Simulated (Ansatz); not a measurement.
**F₃HO₂W: how energies converge with the basis set**

An exercise on one series of results from a longer session: the logs are not shown, and one member is left open.

Program: Ansatz 0.2.0, Gaussian basis. Level of theory: one geometry, several basis sets. These are calculated values, not measurements.

The runs, in order: PBE0-D4/def2-SVP; ωB97M-V/def2-SVP; PBE0-D4/def2-QZVPP; ωB97M-V/def2-QZVPP; the functionals' def2-TZVPP values are taken from earlier runs.

**Structure used throughout**

The geometry comes from an earlier relaxation with PBE0-D4 in a triple-zeta def2 set; it is a stationary point, not always the lowest conformer. W takes the def2 core potential; no spin-orbit term is included.

SMILES `[O]=[W]([OH])([F])([F])[F]`, 7 atoms, charge 0, spin multiplicity 1.

Atoms are counted from 1 here; the program's logs count them from 0.

Bond lengths: O1–W2 1.675 Å, W2–O3 1.861 Å, W2–F4 1.862 Å, W2–F5 1.857 Å, W2–F6 1.862 Å, O3–H7 0.959 Å. Angles: O1–W2–O3 102.8°, O1–W2–F4 105.8°, O1–W2–F5 105.5°, O1–W2–F6 105.8°, O3–W2–F4 88.7°, O3–W2–F5 151.7°, O3–W2–F6 88.7°, F4–W2–F5 83.7°, F4–W2–F6 148.0°, F5–W2–F6 83.7°, W2–O3–H7 133.8°.

As a file:

```mol
F3HO2W
  3D, bonds by distance, orders not assigned

  7  6  0  0  0  0  0  0  0  0999 V2000
   -1.6469   -0.5751    0.7655 O   0  0
   -0.3466    0.1166   -0.0317 W   0  0
    1.0801   -0.9513    0.5035 O   0  0
   -0.2787   -0.7048   -1.7010 F   0  0
   -1.0538    1.5424   -0.9893 F   0  0
    0.2875    1.4546    1.0967 F   0  0
    2.0196   -0.9503    0.3107 H   0  0
  1  2  8  0
  2  3  8  0
  2  4  8  0
  2  5  8  0
  2  6  8  0
  3  7  8  0
M  END
```

Set-up of the first run:

in.yaml reads:

```yaml
crystal:
  periodic: [false, false, false]
  atoms:
    - {symbol: O, position_ang: [-1.646950, -0.575134, 0.765462]}
    - {symbol: W, position_ang: [-0.346569, 0.116580, -0.031730]}
    - {symbol: O, position_ang: [1.080144, -0.951339, 0.503521]}
    - {symbol: F, position_ang: [-0.278736, -0.704781, -1.701017]}
    - {symbol: F, position_ang: [-1.053776, 1.542374, -0.989276]}
    - {symbol: F, position_ang: [0.287464, 1.454615, 1.096669]}
    - {symbol: H, position_ang: [2.019624, -0.950314, 0.310671]}
basis:
  gaussian: {orbitals: def2-SVP}
hamiltonian: {xc: pbe0, dispersion: d4}
output: {orbitals: {seedname: orbitals}}
```

Command:

```sh
ansatz run in.yaml --threads 4 --pin off --events-out ev --progress --plain --max-ram 10444MiB
```

Among the steps run: PBE0-D4 in def2-SVP; ωB97M-V in def2-SVP; PBE0-D4 in def2-QZVPP; ωB97M-V in def2-QZVPP.

One of the session's tables, all rows but one given; the rest of the session is left out.

It belongs to the step «Functionals by basis». 

```
functional       basis  HOMO (eV)  LUMO (eV)
   PBE0-D4    def2-SVP     -10.58      -3.36
   PBE0-D4  def2-TZVPP     -10.62      -3.27
   PBE0-D4  def2-QZVPP          ?          ?
   ωB97M-V    def2-SVP     -12.95      -1.08
   ωB97M-V  def2-TZVPP     -13.01      -1.00
   ωB97M-V  def2-QZVPP     -13.04      -1.05
```

**Question.** Estimate the row for PBE0-D4, def2-QZVPP.

The run gave: HOMO (eV): -10.65; LUMO (eV): -3.30. In the column «HOMO (eV)» it lies between ωB97M-V, def2-SVP (-12.95) and PBE0-D4, def2-TZVPP (-10.62).
